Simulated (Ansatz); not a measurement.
**GdAgGe (P-62m): relaxation of cell and ions, by script**

Aim: a relaxation of cell and ions, for GdAgGe (P-62m), run from a script.

Computed with Ansatz 0.2.0 through its Python package. Level of theory: DFT PBEsol, plane waves, PAW.

## 1. Starting point

Symmetry: P-62m, No. 189, hexagonal system. Conventional cell: a = 7.165 Å, b = 7.165 Å, c = 4.234 Å, α = 90.00°, β = 90.00°, γ = 120.00°. Around Gd (site symmetry m2m) lie 5 Ge at 2.99 to 3.02 Å and 6 Ag at 3.20 to 3.35 Å. Around Ag (site symmetry m2m) lie 4 Ge at 2.74 to 2.77 Å and 2 Ag at 3.09 Å. Ge (site symmetry -6) has 3 Ag at 2.74 Å and 6 Gd at 3.02 Å as nearest neighbours. Ge (site symmetry -62m) is surrounded by 6 Ag at 2.77 Å and 3 Gd at 2.99 Å.

No structure file is read: the coordinates are typed or built in the script.

## 2. The script

File gdagge.py:

```python
import logging
import sys
import warnings

import ansatz
from ase import Atoms
from ase.data import atomic_numbers
from ase.io import write
from ase.neighborlist import neighbor_list
import numpy as np
import spglib

logging.basicConfig(stream=sys.stdout, format="%(levelname)s %(message)s")
log = logging.getLogger("run")
log.setLevel(logging.INFO)

XC = "pbesol"
CUTOFF = 450
KGRID = (5, 5, 7)
SMEARING_WIDTH = 0.05

def edges_and_angles(cell):
    cell = np.asarray(cell)
    a, b, c = np.linalg.norm(cell, axis=1)
    cosines = cell[1] @ cell[2] / (b * c), cell[0] @ cell[2] / (a * c), cell[0] @ cell[1] / (a * b)
    return (a, b, c, *np.degrees(np.arccos(cosines)))


def main() -> None:
    warnings.simplefilter("ignore", ansatz.DeckWarning)

    lattice = ansatz.Lattice.of(
        [7.1654, 0.0, 0.0],
        [-3.5827, 6.205418, 0.0],
        [0.0, 0.0, 4.2341],
    )
    sites = [
        ("Gd", [0.41674, 0.0, 0.0]),
        ("Gd", [0.58326, 0.58326, 0.0]),
        ("Gd", [0.0, 0.41674, 0.0]),
        ("Ag", [0.75131, 0.0, 0.5]),
        ("Ag", [0.24869, 0.24869, 0.5]),
        ("Ag", [0.0, 0.75131, 0.5]),
        ("Ge", [2 / 3, 1 / 3, 0.5]),
        ("Ge", [1 / 3, 2 / 3, 0.5]),
        ("Ge", [0.0, 0.0, 0.0]),
    ]
    cell = ansatz.Crystal(lattice=lattice)
    for symbol, position in sites:
        cell = cell.atom(symbol, position)
    cell = cell.moments(Gd=4.9)

    job = (
        cell.calculation()
        .functional(XC)
        .basis(CUTOFF)
        .kpoints(*KGRID)
        .occupations(ansatz.OccupationsMethod.METHFESSEL_PAXTON, width=SMEARING_WIDTH)
        .spin("collinear")
        .relax(pressure=-2)
    )
    steps = []


    def follow(event):
        if event["event"] != "relax_step":
            return
        row = event["data"]
        steps.append(row)
        log.info(f"step {row['step']:3d}  E = {row['lagrangian_ev']:.5f} eV  largest force component = {row['allowed_force_max_ev_ang']:.4f} eV/A  P = {row['pressure_gpa']:.3f} GPa")


    outcome = job.session().plan(threads=1).execute(on_event=follow)
    report = outcome.report

    first, last = steps[0], steps[-1]
    symbols = [site.symbol for site in outcome.lattice.sites]
    log.info(f"energy gained {first['lagrangian_ev'] - last['lagrangian_ev']:.4f} eV in {len(steps) - 1} steps")
    for label, vectors in (("before", first["cell_ang"]), ("after", outcome.lattice.cell_ang)):
        print(label, "a b c (A) {:.4f} {:.4f} {:.4f}  angles {:.2f} {:.2f} {:.2f}".format(*edges_and_angles(vectors)), f" V = {abs(np.linalg.det(vectors)):.3f} A^3")
    print("final stress xx yy zz (GPa, compression positive):", np.round(np.diag(report["stress_gpa"]), 3) + 0.0)

    fractions = [site.position_frac for site in outcome.lattice.sites]
    numbers = [atomic_numbers[s] for s in symbols]
    for tolerance in (1e-3, 1e-2, 1e-1):
        print(f"space group at {tolerance} A:", spglib.get_spacegroup((outcome.lattice.cell_ang, fractions, numbers), symprec=tolerance))

    final = Atoms(symbols, positions=last["positions_ang"], cell=outcome.lattice.cell_ang, pbc=True)
    i, j, d = neighbor_list("ijd", final, 4.5)
    log.info("neighbours within 1.2 times the shortest distance of each atom (A)")
    for atom in range(len(final)):
        near = [m for m in np.argsort(d) if i[m] == atom]
        shell = [m for m in near if d[m] < 1.2 * d[near[0]]]
        print(f"{symbols[atom]}{atom} ({len(shell)}):", ", ".join(f"{symbols[j[m]]} {d[m]:.3f}" for m in shell))

    relaxed = Atoms(symbols, positions=[site.position_ang for site in outcome.lattice.sites], cell=outcome.lattice.cell_ang, pbc=True)
    write("relaxed.cif", relaxed, format="cif")

    log.info("%-22s %14.5f eV" % ("F = E - TS", report["free_energy_ev"]))
    log.info("%-22s %14.5f eV" % ("E", report["internal_energy_ev"]))
    log.info("%-22s %14.5f eV" % ("Harris-Foulkes", report["harris_foulkes_ev"]))
    log.info("%-22s %14.5f eV" % ("Fermi level", report["fermi_energy_ev"]))


if __name__ == "__main__":
    main()
```

## 3. The run

On the command line:

```sh
$ python gdagge.py
```

Q: Predict the main results. Wanted: free energy; moment, net / absolute; moves of the relaxation; last largest force component; relaxed conventional cell; space group at the end.

The runs gave:

| quantity | value |
| --- | --- |
| free energy | -63017.4701 eV (-7001.9411 eV/atom) |
| moment, net / absolute | 21.11 / 21.46 μB per cell |
| moves of the relaxation | 2 |
| last largest force component | 0.0032 eV/Å |
| relaxed conventional cell | a = 7.142 Å, b = 7.142 Å, c = 4.242 Å, α = 90.00°, β = 90.00°, γ = 120.00° |
| space group at the end | P-62m |

**Reading.** Over 2 moves the cell shrank by 0.5 % in volume under the -2 GPa asked, and the space group stayed P-62m. Notes:
- Open f shells: without a Hubbard U, without spin-orbit coupling; the state reached hangs on the start and needn't be the lowest.
- Part of the cell is held or a pressure is applied, so the end point needn't be the zero-pressure lattice.
- At a fixed pressure a relaxation lowers the enthalpy F + PV, while F alone can rise.
- The mesh is modest for a metal, so energies can be off by several to tens of meV an atom and pressures by half a GPa or more; differences at equal mesh fare better.
- An absolute Fermi energy rests on an arbitrary zero of the periodic potential and has no direct meaning.
- Energies along a relaxation are free energies. Rows at an unchanged volume are solved on a plane-wave basis chosen afresh for that cell, so the energy jumps there and such rows are no steps of the walk.
- Symmetry holds the cell in this phase, whether or not it is the stable one at this pressure.
